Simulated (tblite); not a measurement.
# C3H13O2PSi3: the cost of one run

Programs: tblite 0.8.0 and PySCF 2.14.0, with density-fitted response routines of our own. Each step states its level of theory. These are calculated values for one molecule in the gas phase, unless marked as measured. Atoms are numbered from 0 throughout.

### Step 1. The molecule as given

22 atoms, charge 0, multiplicity 1; geometry from: force field or distance geometry start.

Bonds of the start (Å): C0–Si1 1.85, Si1–P2 2.22, Si1–C3 1.94, C3–C4 1.56, C4–O5 1.43, O5–Si6 1.66, C4–Si7 2.04, Si7–O8 1.71, O8–Si1 1.69, C0–H9 1.10, C0–H10 1.10, C0–H11 1.09, P2–H12 1.43, P2–H13 1.42, C3–H14 1.10, C3–H15 1.12, C4–H16 1.10, Si6–H17 1.49, Si6–H18 1.49, Si6–H19 1.47, Si7–H20 1.49, Si7–H21 1.49.

### Step 2. Optimising the geometry with GFN2-xTB

What the job is given:

```
{"job": {"kind": "relax", "xc": "GFN2-xTB", "basis": "xTB"}, "charge": 0, "multiplicity": 1}
C      3.309900     0.618900    -0.003700
Si     1.632000    -0.156600    -0.088000
P      1.693400    -2.226200     0.723500
C      0.290800     0.888800     0.840400
C     -1.082400     0.693500     0.123200
O     -1.762800    -0.407300     0.742800
Si    -3.421200    -0.466200     0.726100
Si    -0.604200     0.419200    -1.835800
O      0.969100    -0.222300    -1.642600
H      3.663900     0.684200     1.030800
H      3.274700     1.637100    -0.408100
H      4.033200     0.052500    -0.581100
H      0.344700    -2.567600     0.412800
H      2.253000    -2.845300    -0.420100
H      0.602700     1.937700     0.776600
H      0.238500     0.600500     1.917500
H     -1.663800     1.626100     0.194100
H     -3.881600    -1.765800     1.293100
H     -3.951000     0.665800     1.533700
H     -3.885100    -0.319700    -0.662800
H     -0.543400     1.739500    -2.513300
H     -1.520700    -0.567500    -2.475500
```

Started as:

```console
> OMP_NUM_THREADS=1 python probes_run.py task.json out
```

One launch serves the whole session: the jobs run in the order shown.

**Question.** How long does this first job take on 1 thread of Arm Neoverse V2, shared host, and how much memory does it need?

About 2.2 s, with a peak of 0.18 GiB.
